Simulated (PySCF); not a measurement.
# AuI4 ([AuI4]-): the cost of one run

Computed with PySCF 2.14.0 and routines of our own; the level stands in each step. Atoms count from 0.

## 1. The system as given

5 atoms, charge -1, states of the metal's open shell are computed; geometry from: model start, shaken.

## 2. Relaxing the molecule at PBE0-D3(BJ)/def2-SVP

What the job is given:

```
{"job": {"xc": "PBE0", "basis": "def2-SVP", "d3": "d3bj", "grid": 1, "maxiter": 45, "kind": "geom"}, "charge": -1, "metal": "Au", "open_shell": "d8"}
Au     0.000020     0.004480    -0.004110
I      2.776640    -0.006820    -0.014870
I     -2.789100     0.020100    -0.007380
I     -0.009310     2.797350     0.005350
I      0.001580    -2.803960    -0.000440
```

Started as:

```sh
OMP_NUM_THREADS=1 python lf_run.py task.json out
```

The driver reads the jobs from task.json and runs them one after another.

Q: Estimate the wall time and peak memory of this first job on 1 thread of Arm Neoverse V1, shared host.

About 2.2 min, with a peak of 0.62 GiB.
